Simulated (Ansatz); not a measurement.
CaB2:

```
CELL_PARAMETERS angstrom
3.22643 0.00000 0.00000
-1.61322 2.79417 0.00000
0.00000 0.00000 4.06739
ATOMIC_POSITIONS crystal
Ca 0.00000 0.00000 0.00000
B 0.66667 0.33333 0.50000
B 0.33333 0.66667 0.50000
```

The cell comes from a database or a generator and needn't be the stable form of this composition.

Program: Ansatz 0.2.0. Alike in all runs: task band structure; potentials or basis Ansatz PAW; no spin polarisation; cell as given; k mesh 9 × 9 × 7; smearing fermi-dirac 0.05 eV.

Problem. Order these runs on this cell by their pressure, lowest first.
A. level revPBE; cutoff (eV) 420
B. level LDA; cutoff (eV) 420
C. level PBEsol; cutoff (eV) 420
D. level r2SCAN; cutoff (eV) 500

Solution. B (-7.0 GPa), C (-3.3 GPa), D (-0.4 GPa), A (1.9 GPa).

Caveats: the PAW data sets come from PBE, with cores solved anew for the run's functional, which leaves a small shift of forces and pressure; the potentials were made for another functional, which shifts forces and pressure (some runs).

Not every run made on this cell is shown here.
